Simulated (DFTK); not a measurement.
Runs of DFTK 0.8.2 on HfIn4SiO6. It takes space group C2 (No. 5, monoclinic). The conventional cell has a = 5.432 Å, b = 9.407 Å, c = 7.636 Å, α = 90.00°, β = 104.07°, γ = 90.00°. Hf (site symmetry 2) is surrounded by 6 O at 2.13 to 2.14 Å. In (site symmetry 2) has 2 O at 2.73 Å and 4 In at 3.12 Å as nearest neighbours. Around In (site symmetry 2) lie 6 O at 2.23 Å. Around In (site symmetry 2) lie 2 O at 2.73 Å and 3 In at 3.07 to 3.12 Å. Around In (site symmetry 2) lie 2 O at 2.73 Å and 3 In at 3.07 to 3.12 Å. Around Si (site symmetry 2) lie 6 O at 1.85 Å. O (site symmetry 1) is surrounded by 1 Si at 1.85 Å. Around O (site symmetry 1) lie 1 Si at 1.85 Å. The cell was built by a generator and needn't be a form met in nature.

| k mesh | smearing | mesh quality | gap on the mesh (eV) | pressure (GPa) | largest force (eV/Å) |
| --- | --- | --- | --- | --- | --- |
| 3 × 3 × 2 | cold 0.1 eV | coarse | none | -0.4 | 0.34 |
| 3 × 3 × 2 | gaussian 0.1 eV | coarse | none | -0.4 | (a) |
| 3 × 3 × 2 | fermi-dirac 0.1 eV | coarse | none | -0.3 | 0.15 |
| 3 × 3 × 2 | methfessel-paxton order 1 0.1 eV | coarse | none | -0.4 | 0.33 |
| 6 × 6 × 4 | fermi-dirac 0.05 eV | not flagged | none | -0.4 | (b) |
| 3 × 3 × 2 | methfessel-paxton order 2 0.1 eV | coarse | none | -0.4 | 0.36 |

Alike in all rows: task single point; level PBE; potentials or basis dojo.nc.sr.pbe.v0_4_1.standard.upf (PBE); no spin polarisation; cell as given; cutoff (eV) 1143.

Estimate the missing entries.

(a) 0.27; (b) 0.10.

Caveats: some runs use coarse meshes.

A k mesh can miss the band edges, and the runs leave out spin-orbit coupling on Hf, In.

A gap of «none» marks a metal or a gap under the smearing width.

Not every run made on this cell is shown here.
